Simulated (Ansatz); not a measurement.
**C₂HF₂Si radical: how energies converge with the basis set**

The task here is to estimate one member of a computed series from the others.

Program: Ansatz 0.2.0, Gaussian basis. Level of theory: one geometry, several basis sets. These are calculated values, not measurements.

Levels to be run: PBE0-D4/def2-SVP; ωB97M-V/def2-SVP; PBE0-D4/def2-QZVPP; ωB97M-V/def2-QZVPP; the functionals' def2-TZVPP values are taken from earlier runs.

## The relaxed structure

All runs share one geometry, relaxed beforehand with PBE0-D4 in a triple-zeta def2 set.

SMILES `[C]#C[SiH](F)F`, 6 atoms, charge 0, spin multiplicity 2.

Atoms are counted from 1 here; the program's logs count them from 0.

Bond lengths: C1–C2 1.211 Å, C2–Si3 1.812 Å, Si3–F4 1.580 Å, Si3–F5 1.580 Å, Si3–H6 1.468 Å. Angles: C1–C2–Si3 176.8°, C2–Si3–F4 108.8°, C2–Si3–F5 108.8°, C2–Si3–H6 112.5°, F4–Si3–F5 107.9°, F4–Si3–H6 109.4°, F5–Si3–H6 109.4°.

The first run:

in.yaml reads:

```yaml
crystal:
  periodic: [false, false, false]
  atoms:
    - {symbol: C, position_ang: [0.858351, -2.085120, 1.052197]}
    - {symbol: C, position_ang: [0.445304, -1.082604, 0.512858]}
    - {symbol: Si, position_ang: [-0.183033, 0.459250, -0.201262]}
    - {symbol: F, position_ang: [-1.479854, 0.138191, -1.044037]}
    - {symbol: F, position_ang: [0.904114, 1.043430, -1.187131]}
    - {symbol: H, position_ang: [-0.502781, 1.462953, 0.821274]}
basis:
  gaussian: {orbitals: def2-SVP}
magnetization: {spin_polarized: true, initial_magnetization: 1}
hamiltonian: {xc: pbe0, dispersion: d4}
output: {orbitals: {seedname: orbitals}}
```

Steps of the session up to this table: PBE0-D4 in def2-SVP; ωB97M-V in def2-SVP; PBE0-D4 in def2-QZVPP; ωB97M-V in def2-QZVPP.

One table of the session follows, with a row left open; its other results are not shown here.

It belongs to the step «Functionals by basis». 

| functional | basis | HOMO (eV) | LUMO (eV) |
| --- | --- | --- | --- |
| PBE0-D4 | def2-SVP | -9.07 | -5.12 |
| PBE0-D4 | def2-TZVPP | -9.12 | -5.27 |
| PBE0-D4 | def2-QZVPP | -9.13 | -5.28 |
| ωB97M-V | def2-SVP | -11.29 | -3.18 |
| ωB97M-V | def2-TZVPP | ? | ? |
| ωB97M-V | def2-QZVPP | -11.39 | -3.48 |

Q: Estimate the row for ωB97M-V, def2-TZVPP from the others.

As computed: HOMO (eV): -11.37; LUMO (eV): -3.43. In the column «HOMO (eV)» it lies between ωB97M-V, def2-QZVPP (-11.39) and ωB97M-V, def2-SVP (-11.29).
